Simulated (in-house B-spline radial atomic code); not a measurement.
# Gd³³⁺: excited configurations

How much energy does it take to promote electrons of Gd³³⁺ to other shells? Each configuration is solved by itself and compared with the reference.

The numbers are computed with in-house B-spline radial atomic code version 1 (Dirac-Hartree-Fock, average of configuration, Fermi nucleus, basis-set limit), except any that are marked as measured or tabulated.

## 1. What is computed

```
element       : gadolinium (Z = 64)
charge        : +33
electrons     : 31
configuration : [Ar] 3d10 4s2 4p1
Hamiltonian   : Dirac-Coulomb
nucleus       : Fermi, rms radius 5.157 fm
```

The outer shells:

[Ar] 3d10 4s2 4p1
```
[Ar] core
3d [↑↓][↑↓][↑↓][↑↓][↑↓]
4s [↑↓]
4p [↑ ][  ][  ]
```

The boxes draw the filling by Hund's rule, which heavy ions in jj coupling don't follow; these runs average over all states of the configuration.

Input settings:

```ini
Z = 64
electrons = 31.0
configuration = [Ar] 3d10 4s2 4p1
hamiltonian = dirac
method = hf
spin_polarised = False
nucleus = fermi
rms_radius = 5.1569
mass_number = 158
atomic_mass = 157.9241112
speed_of_light = 137.035999084
```

From the earlier run of the reference: total energy -10671.013975 hartree. Levels, eight at most:

| orbital | occupation | energy (eV) | <r> (bohr) |
| --- | --- | --- | --- |
| 3s1/2 | 2 | -3140.55 | 0.2393 |
| 3p1/2 | 2 | -2948.89 | 0.2294 |
| 3p3/2 | 4 | -2797.32 | 0.2413 |
| 3d3/2 | 4 | -2479.46 | 0.2132 |
| 3d5/2 | 6 | -2446.50 | 0.2170 |
| 4s1/2 | 2 | -1439.78 | 0.4907 |
| 4p1/2 | 0.333333 | -1370.32 | 0.4896 |
| 4p3/2 | 0.666667 | -1324.77 | 0.5069 |

## 2. Run with [Ne] 3s2 3p5 3d10 4s2 4p1 7d1

Input settings:

```ini
Z = 64
electrons = 31.0
configuration = [Ne] 3s2 3p5 3d10 4s2 4p1 7d1
hamiltonian = dirac
method = hf
spin_polarised = False
nucleus = fermi
rms_radius = 5.1569
mass_number = 158
atomic_mass = 157.9241112
speed_of_light = 137.035999084
```

## 3. Configuration [Ar] 3d10 4s2 6p1

The settings differ from step 2 so:

```diff
@@ -2,3 +2,3 @@
 electrons = 31.0
-configuration = [Ne] 3s2 3p5 3d10 4s2 4p1 7d1
+configuration = [Ar] 3d10 4s2 6p1
 hamiltonian = dirac
```

## 4. [Ar] 3d9 4s2 4p1 7g1

The settings differ from step 3 so:

```diff
@@ -2,3 +2,3 @@
 electrons = 31.0
-configuration = [Ar] 3d10 4s2 6p1
+configuration = [Ar] 3d9 4s2 4p1 7g1
 hamiltonian = dirac
```

## 5. [Ne] 3s2 3p5 3d10 4s2 4p1 7g1

The settings differ from step 4 so:

```diff
@@ -2,3 +2,3 @@
 electrons = 31.0
-configuration = [Ar] 3d9 4s2 4p1 7g1
+configuration = [Ne] 3s2 3p5 3d10 4s2 4p1 7g1
 hamiltonian = dirac
```

## 6. Run with [Ar] 3d10 4s2 5g1

The settings differ from step 5 so:

```diff
@@ -2,3 +2,3 @@
 electrons = 31.0
-configuration = [Ne] 3s2 3p5 3d10 4s2 4p1 7g1
+configuration = [Ar] 3d10 4s2 5g1
 hamiltonian = dirac
```

Before running: How far above the reference does each configuration lie (order and size, in eV)?

As calculated:

| net move | configuration | energy above the reference (eV) | with Breit, QED, recoil (eV) | largest <r> (bohr) |
| --- | --- | --- | --- | --- |
| 4p → 5g | [Ar] 3d10 4s2 5g1 | 703.90 | 702.78 | 0.792 |
| 4p → 6p | [Ar] 3d10 4s2 6p1 | 812.97 | 812.12 | 1.30 |
| 3d → 7g | [Ar] 3d9 4s2 4p1 7g1 | 2129.48 | 2127.88 | 1.83 |
| 3p → 7d | [Ne] 3s2 3p5 3d10 4s2 4p1 7d1 | 2488.42 | 2484.77 | 1.87 |
| 3p → 7g | [Ne] 3s2 3p5 3d10 4s2 4p1 7g1 | 2518.71 | 2514.99 | 1.83 |

Quantum defects of the promoted electron, δ = n − ζ/√(−2ε) with ζ = 34 and ε its orbital energy in hartree:

| promotion | δ |
| --- | --- |
| 4p → 5g | 0.026 |
| 4p → 6p | 0.535 |
| 3d → 7g | 0.046 |
| 3p → 7d | 0.349 |
| 3p → 7g | 0.046 |

**Reading.** The energies run from 703.90 eV (4p → 5g) to 2518.71 eV (3p → 7g). 3 of them lie more than 2 % above the ionisation threshold that Koopmans' theorem gives (1324.77 eV), where such states can decay by emitting an electron. Of those tabulated, the defect is largest for 6p (0.54) and least for 5g (0.03); at this charge much of the defect is relativistic. Two partly filled shells share a symmetry and can mix in the average, which may lower the energy, for: 3p → 7d; 3p → 7g. These are averages over configurations, without correlation, not spectroscopic levels.
